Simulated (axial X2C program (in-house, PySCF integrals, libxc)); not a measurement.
**CoCl⁺: EOM-IP-CCSD levels**

Wanted for CoCl⁺: EOM-IP-CCSD levels, at the two-component level.

Program: an in-house X2C program for linear molecules on PySCF integrals. Level of theory: two-component X2C with atomic mean-field terms, Co dyall-cv3z, Cl dyall-av3z. These are calculated values, not measurements.

### Step 1. Set-up

File task.json:

```json
{
 "zs": [
  27,
  17
 ],
 "q": 1,
 "bas": [
  "dyall-cv3z",
  "dyall-av3z"
 ],
 "r0": 2.1,
 "eom": "ip",
 "rq": 0,
 "thr": -2.0,
 "nmax": 95,
 "grid": [
  1,
  0.96,
  1.045,
  0.92,
  1.09,
  1.15
 ]
}
```

Keys: zs atomic numbers; q charge; bas basis sets; r0 starting distance in Å; eom kind of EOM run; thr threshold in hartree for freezing inner shells (an s shell follows its p shell); nmax most natural virtual spinors; grid distances as factors.

The run is started by

```console
$ python soeom.py task.json out
```

Further steps of the session: EOM-IP-CCSD at 2.078 Å.

**Question.** What will these runs give? Wanted: next root led by one particle; T1 of the reference; lowest state, Re and ωe.

As calculated:

```
                     quantity                            value
       lowest root at 2.078 Å                Ω = 1/2, 8.728 eV
next root led by one particle  Ω = 1/2, about 4270 cm⁻¹ higher
          T1 of the reference                            0.023
      lowest state, Re and ωe                2.020 Å, 523 cm⁻¹
```

Removing an electron from the reference determinant of CoCl costs 8.73 eV and empties a spinor of 55% Co dσ, 16% Co dπ, 12% Cl pσ. The closed-shell reference lies 1.18 eV above the lowest determinant found, so these energies count from an excited configuration. Errors of 0.1 to 0.3 eV are usual at this size, and roots led by higher excitations are left out, so the list is incomplete, and low states of that kind can be missing. The bond is 0.068 Å shorter than in the closed-shell reference at CCSD (2.089 Å).
